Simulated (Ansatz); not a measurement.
# FH3NOSTa: the cost of one run

The runs use Ansatz 0.2.0, Gaussian basis; the settings change from run to run.

## (1) The geometry

An earlier PBE0-D4 in a triple-zeta def2 set relaxation fixed the geometry. Ta takes a core potential in def2 sets; no spin-orbit term is included.

SMILES `[NH2][Ta]([OH])([F])=[S]`, 8 atoms, charge 0, spin multiplicity 1.

Atoms are counted from 1 here; the program's logs count them from 0.

Bond lengths: N1–Ta2 1.959 Å, N1–H6 1.011 Å, N1–H7 1.008 Å, Ta2–O3 1.889 Å, Ta2–F4 1.879 Å, Ta2–S5 2.163 Å, O3–H8 0.958 Å. Angles: Ta2–N1–H6 123.5°, Ta2–N1–H7 125.7°, H6–N1–H7 110.8°, N1–Ta2–O3 109.0°, N1–Ta2–F4 110.0°, N1–Ta2–S5 106.3°, O3–Ta2–F4 108.0°, O3–Ta2–S5 112.0°, F4–Ta2–S5 111.5°, Ta2–O3–H8 132.4°.

## (2) HSE06/ANO-RCC-VTZP

Set apart from the defaults: unrestricted orbitals, D3(BJ) with three-body dispersion.

File in.yaml:

```yaml
crystal:
  periodic: [false, false, false]
  atoms:
    - {symbol: N, position_ang: [-0.376331, 1.304222, 0.572473]}
    - {symbol: Ta, position_ang: [0.270605, -0.206188, -0.494542]}
    - {symbol: O, position_ang: [-0.619916, -1.777028, 0.059089]}
    - {symbol: F, position_ang: [-0.121751, 0.075046, -2.310868]}
    - {symbol: S, position_ang: [2.402877, -0.320664, -0.151607]}
    - {symbol: H, position_ang: [-1.356535, 1.503587, 0.719537]}
    - {symbol: H, position_ang: [0.201605, 1.951336, 1.086560]}
    - {symbol: H, position_ang: [-0.308355, -2.587510, 0.463559]}
basis:
  gaussian: {orbitals: ANO-RCC-VTZP}
magnetization: {spin_polarized: true, initial_magnetization: 0}
hamiltonian: {xc: {name: HSE06}, dispersion: d3bjatm}
output: {forces: true}
```

Launch:

```console
$ ansatz run in.yaml --threads 4 --pin off --events-out ev --progress --plain --max-ram 10444MiB
```

What time and memory should one allow on 4 threads of AMD EPYC 7B13, shared host?

About 42 s, with a peak of 1.9 GiB.
